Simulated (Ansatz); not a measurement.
# CH₄FO₂V: basis-set convergence

The task here is to estimate one member of a computed series from the others.

Method: one geometry, several basis sets; program: Ansatz 0.2.0, Gaussian basis.

Plan: PBE0-D4/def2-SVP; ωB97M-V/def2-SVP; PBE0-D4/def2-QZVPP; ωB97M-V/def2-QZVPP; the functionals' def2-TZVPP values are taken from earlier runs.

### Structure used throughout

All runs share one geometry, relaxed beforehand with PBE0-D4 in a triple-zeta def2 set.

9 atoms, charge 0, spin multiplicity 1.

Atoms are counted from 1 here; the program's logs count them from 0.

Bond lengths: C1–V2 2.001 Å, C1–H6 1.090 Å, C1–H7 1.093 Å, C1–H8 1.093 Å, V2–O3 1.552 Å, V2–O4 1.758 Å, V2–F5 1.733 Å, O4–H9 0.963 Å. Angles: V2–C1–H6 109.8°, V2–C1–H7 106.9°, V2–C1–H8 108.4°, H6–C1–H7 110.1°, H6–C1–H8 110.9°, H7–C1–H8 110.6°, C1–V2–O3 103.9°, C1–V2–O4 105.9°, C1–V2–F5 106.6°, O3–V2–O4 109.2°, O3–V2–F5 113.9°, O4–V2–F5 116.3°, V2–O4–H9 120.0°.

The first run:

in.yaml

```yaml
crystal:
  periodic: [false, false, false]
  atoms:
    - {symbol: C, position_ang: [-0.304383, -0.647135, -1.001263]}
    - {symbol: V, position_ang: [0.614406, 0.364727, 0.459762]}
    - {symbol: O, position_ang: [1.866764, -0.494413, 0.777563]}
    - {symbol: O, position_ang: [-0.479133, 0.321775, 1.836060]}
    - {symbol: F, position_ang: [0.982931, 1.932322, -0.180254]}
    - {symbol: H, position_ang: [-0.515425, -1.664304, -0.670191]}
    - {symbol: H, position_ang: [0.378635, -0.664618, -1.854410]}
    - {symbol: H, position_ang: [-1.226852, -0.120752, -1.258619]}
    - {symbol: H, position_ang: [-1.228443, 0.926197, 1.874354]}
basis:
  gaussian: {orbitals: def2-SVP}
hamiltonian: {xc: pbe0, dispersion: d4}
output: {orbitals: {seedname: orbitals}}
```

Steps of the session up to this table: PBE0-D4 in def2-SVP; ωB97M-V in def2-SVP; PBE0-D4 in def2-QZVPP; ωB97M-V in def2-QZVPP.

One of the session's tables, all rows but one given; the rest of the session is left out.

It belongs to the step «Density functionals: the series». 

| functional | basis | HOMO (eV) | LUMO (eV) |
| --- | --- | --- | --- |
| PBE0-D4 | def2-SVP | -8.94 | -2.92 |
| PBE0-D4 | def2-TZVPP | -8.98 | -2.92 |
| PBE0-D4 | def2-QZVPP | -8.98 | -2.92 |
| ωB97M-V | def2-SVP | -11.26 | -0.50 |
| ωB97M-V | def2-TZVPP | ? | ? |
| ωB97M-V | def2-QZVPP | -11.33 | -0.55 |

Q: Estimate the row for ωB97M-V, def2-TZVPP from the others.

The run gave: HOMO (eV): -11.33; LUMO (eV): -0.54.
